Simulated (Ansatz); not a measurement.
# C3H9BFNO: one species, many methods

An exercise on one series of results from a longer session: the logs are not shown, and one member is left open.

The runs use Ansatz 0.2.0, Gaussian basis; functionals in def2-TZVPP, the program's frozen cores in correlated methods.

Levels to be run: LDA (SPW92), PBE-D4, revPBE-D4, BLYP-D4, r2SCAN-D4, B97M-V, PBE0-D4, B3LYP-D4, r2SCANh-D4, r2SCAN0-D4, HSE06-D4, BHLYP-D4, CAM-B3LYP-D4, LC-ωPBE, ωB97X-V, ωB97M-V, B2PLYP, PBE-QIDH; CCSD(T)/def2-SVP; CCSD(T)/def2-TZVPP; MP2/def2-QZVPP; extrapolation to the limit; RPA on PBE.

### Structure used throughout

The geometry comes from an earlier relaxation with PBE0-D4 in a triple-zeta def2 set; it is a stationary point, not always the lowest conformer.

16 atoms, charge 0, spin multiplicity 1.

Atoms are counted from 1 here; the program's logs count them from 0.

Bond lengths: C1–C2 1.515 Å, C1–H8 1.093 Å, C1–H9 1.093 Å, C1–H10 1.092 Å, C2–C3 1.512 Å, C2–O4 1.426 Å, C2–H11 1.096 Å, C3–H12 1.091 Å, C3–H13 1.092 Å, C3–H14 1.093 Å, O4–B5 1.358 Å, B5–N6 1.401 Å, B5–F7 1.347 Å, N6–H15 1.003 Å, N6–H16 1.003 Å. Angles: C2–C1–H8 110.2°, C2–C1–H9 110.6°, C2–C1–H10 110.8°, H8–C1–H9 108.5°, H8–C1–H10 108.6°, H9–C1–H10 108.1°, C1–C2–C3 112.6°, C1–C2–O4 109.7°, C1–C2–H11 109.0°, C3–C2–O4 107.4°, C3–C2–H11 109.3°, O4–C2–H11 108.8°, C2–C3–H12 110.7°, C2–C3–H13 110.5°, C2–C3–H14 110.3°, H12–C3–H13 108.5°, H12–C3–H14 108.3°, H13–C3–H14 108.5° and more.

The first run:

Input file in.yaml:

```yaml
crystal:
  periodic: [false, false, false]
  atoms:
    - {symbol: C, position_ang: [-0.512014, -1.672680, -0.160411]}
    - {symbol: C, position_ang: [0.062749, -0.495143, 0.599744]}
    - {symbol: C, position_ang: [1.383741, -0.819881, 1.259715]}
    - {symbol: O, position_ang: [0.289441, 0.591261, -0.296351]}
    - {symbol: B, position_ang: [-0.692129, 1.473625, -0.614651]}
    - {symbol: N, position_ang: [-0.453515, 2.510534, -1.526717]}
    - {symbol: F, position_ang: [-1.912723, 1.371647, -0.054114]}
    - {symbol: H, position_ang: [0.176974, -1.985182, -0.949154]}
    - {symbol: H, position_ang: [-0.676692, -2.519063, 0.510515]}
    - {symbol: H, position_ang: [-1.468224, -1.409876, -0.617195]}
    - {symbol: H, position_ang: [-0.655835, -0.178529, 1.364260]}
    - {symbol: H, position_ang: [1.774415, 0.051081, 1.788744]}
    - {symbol: H, position_ang: [1.263151, -1.635403, 1.976077]}
    - {symbol: H, position_ang: [2.117381, -1.123671, 0.508970]}
    - {symbol: H, position_ang: [0.436034, 2.636004, -1.972416]}
    - {symbol: H, position_ang: [-1.155756, 3.182675, -1.772617]}
basis:
  gaussian: {orbitals: def2-TZVPP}
hamiltonian: {xc: lda}
output: {orbitals: {seedname: orbitals}}
```

On the command line:

```bash
$ ansatz run in.yaml --threads 2 --pin off --events-out ev --progress --plain --max-ram 20480MiB --backend cuda --devices 0, --max-vram 18GiB
```

Among the steps run: LDA; PBE-D4 (GGA); revPBE-D4 (GGA); BLYP-D4 (GGA); r2SCAN-D4 (meta-GGA); B97M-V (meta-GGA); PBE0-D4 (hybrid); B3LYP-D4 (hybrid); r2SCANh-D4 (hybrid); r2SCAN0-D4 (hybrid); HSE06-D4 (hybrid); BHLYP-D4 (hybrid); CAM-B3LYP-D4 (range-separated); LC-ωPBE (range-separated); ωB97X-V (range-separated); ωB97M-V (range-separated); B2PLYP (double hybrid); PBE-QIDH (double hybrid).

One of the session's tables, all rows but one given; the rest of the session is left out.

It belongs to the step «Frontier levels by functional». 

| functional | HOMO (eV) | LUMO (eV) | gap (eV) |
| --- | --- | --- | --- |
| LDA (SPW92) | -6.30 | 0.02 | 6.32 |
| PBE-D4 | -6.11 | 0.15 | 6.26 |
| revPBE-D4 | -6.04 | 0.22 | 6.26 |
| BLYP-D4 | -6.00 | 0.12 | 6.12 |
| r2SCAN-D4 | -6.42 | 0.90 | 7.32 |
| B97M-V | -6.53 | 0.32 | 6.85 |
| PBE0-D4 | -7.60 | 0.94 | 8.53 |
| B3LYP-D4 | -7.35 | 0.59 | 7.94 |
| r2SCANh-D4 | -6.98 | 1.11 | 8.09 |
| r2SCAN0-D4 | -7.82 | 1.42 | 9.24 |
| HSE06-D4 | -7.19 | 0.57 | 7.76 |
| BHLYP-D4 | -9.01 | 1.47 | 10.48 |
| CAM-B3LYP-D4 | -9.05 | 1.63 | 10.68 |
| LC-ωPBE | -10.43 | 2.93 | 13.35 |
| ωB97X-V | -10.06 | 2.70 | 12.76 |
| ωB97M-V | ? | ? | ? |

Estimate the missing values for ωB97M-V.

The run gave: HOMO (eV): -9.98; LUMO (eV): 2.20; gap (eV): 12.17. In the column «HOMO (eV)» it lies between ωB97X-V (-10.06) and CAM-B3LYP-D4 (-9.05).
